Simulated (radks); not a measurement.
# C in 1s1 2s2 2p3: an all-electron calculation

An exercise on one series of results from a longer session: the logs are not shown, and one member is left open.

Program: radks (a radial shooting solver on a logarithmic mesh, Libxc functionals) version 1. Level of theory: scalar-relativistic Kohn-Sham, PBEsol, spin-polarised, spherical densities, point nucleus; open shells are filled with parallel spins first. These are calculated values, not measurements, unless marked.

### Starting point

```
element       : carbon (Z = 6)
charge        : 0
electrons     : 6
configuration : 1s1 2s2 2p3
```

The outer shells:

C
```
1s [↑ ]
2s [↑↓]
2p [↑ ][↑ ][↑ ]
```

The first run:

The run's settings:

```text
Z 6
configuration 1s1 2s2 2p3 3s0 3p0
relativity scalar-relativistic
functional pbe_sol,pbe_sol
spin polarised
nucleus point
c 137.035999084
```

Started as:

```sh
python run_ks.py task.json out
```

All runs below come from this command, one after another.

One table of the session follows, with a row left open; its other results are not shown here.

It belongs to the step «Orbitals and density». Radial moments (bohr):

| level | <r> | outermost maximum (interpolated) | 90 % within |
| --- | --- | --- | --- |
| 1s up | 0.2559 | 0.168 | 0.457 |
| 1s down | 0.2641 | 0.171 | 0.474 |
| 2s up | 1.389 | 1.08 | 2.22 |
| 2s down | ? | ? | ? |
| 2p up | 1.396 | 0.949 | 2.40 |
| 2p down | 1.801 | 1.11 | 3.22 |

Estimate the missing values for 2s down.

As computed: <r>: 1.533; outermost maximum (interpolated): 1.15; 90 % within: 2.48. In the column «<r>» it lies between 2p up (1.396) and 2p down (1.801).
